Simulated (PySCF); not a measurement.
# Al3H9S3 ((H2Al-mu-SH)3): the cost of one run

The runs use PySCF 2.14.0, with density-fitted response routines of our own; the level of theory stands in each step. All values are computed, except where a source is named. Atoms count from 0, in the outputs and in this text.

## (1) The molecule as given

15 atoms, charge 0, multiplicity 1; geometry from: GFN2-xTB. The atoms were then displaced at random by about 0.03 Å, so the start is not that level's minimum.

Bonds of the start (Å): Al0–H1 1.60, Al0–H2 1.51, Al0–S3 2.29, Al0–S11 2.23, S3–Al4 2.35, S3–H12 1.50, Al4–H5 1.52, Al4–H6 1.58, Al4–S7 2.33, S7–Al8 2.24, S7–H13 1.38, Al8–H9 1.52, Al8–H10 1.58, Al8–S11 2.32, S11–H14 1.33.

## (2) Optimising the geometry at PBE0-D3(BJ)/def2-SVP

What the job is given:

```
{"job": {"xc": "PBE0", "basis": "def2-SVP", "d3": "d3bj", "grid": 1, "maxiter": 40, "shake": 0.03, "kind": "geom"}, "charge": 0, "multiplicity": 1}
Al     0.052470     1.528680    -1.959820
H     -1.193590     1.255290    -2.919390
H      0.998920     2.694100    -2.136150
S     -0.801810     1.812190     0.146880
Al    -1.463820     0.454320     1.941040
H     -2.777730    -0.238350     1.624050
H     -1.070740     1.287330     3.222950
S      0.319900    -1.027560     1.683790
Al     1.517600    -2.025840     0.079800
H      2.991060    -1.927200     0.460170
H      0.720590    -3.297590    -0.404900
S      1.137650    -0.357400    -1.491960
H     -2.093690     2.534950    -0.075500
H     -0.136620    -2.054680     2.486380
H      1.767030    -0.714340    -2.613330
```

Launch:

```console
$ OMP_NUM_THREADS=1 python probes_run.py task.json out
```

This one command runs all jobs of the session in turn.

**Question.** How long does this first job take on 1 thread of Arm Neoverse V2, shared host, and how much memory does it need?

About 6.5 min, with a peak of 0.62 GiB.
